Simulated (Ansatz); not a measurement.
# SiC (zincblende type): the cost of one run

Program: Ansatz 0.2.0. Level of theory: DFT, r2SCAN, PAW with Ansatz's default frozen-core files, scalar-relativistic. These are calculated values, not measurements.

## Step 1: The system as given

The structure is cubic, space group F-43m (No. 216). Conventional cell: a = 4.323 Å, b = 4.323 Å, c = 4.323 Å, α = 90.00°, β = 90.00°, γ = 90.00°. Si (site symmetry -43m) is surrounded by 4 C at 1.87 Å. C (site symmetry -43m) is surrounded by 4 Si at 1.87 Å.

Coordinates:

```
CELL_PARAMETERS angstrom
0.00000 2.16162 2.16162
2.16162 0.00000 2.16162
2.16162 2.16162 0.00000
ATOMIC_POSITIONS crystal
Si 0.00000 0.00000 0.00000
C 0.25000 0.25000 0.25000
```

Atoms are numbered in the order of the input: Si1, C2.

## Step 2: Bulk cell relaxed, PAW

File input.yaml:

```yaml
crystal:
  lattice:
    - [0.0, 2.1616189057, 2.1616189057]
    - [2.1616189057, 0.0, 2.1616189057]
    - [2.1616189057, 2.1616189057, 0.0]
  atoms:
    - { symbol: Si, position: [0.0, 0.0, 0.0] }
    - { symbol: C, position: [0.25, 0.25, 0.25] }
kpoints:
  mp_grid: { grid: [13, 13, 13] }
scf:
  occupations: { method: fermi_dirac, width: 0.02 }
hamiltonian:
  xc: r2scan
  pseudopotentials: { kind: paw }
output:
  forces: true
  stress: true
relax:
  f_tol: 0.005
  max_steps: 40
  cell: {}
```

Command:

```sh
> ansatz run input.yaml --threads 2 --pin off --max-ram 4096MiB --backend cpu --events-out ev --progress --plain --runs-dir out
```

**Question.** How long does this run take on 2 threads of Intel Xeon 6975P-C (Granite Rapids), shared host, and how much memory does it need?

About 4.2 s, with a peak of 0.41 GiB.
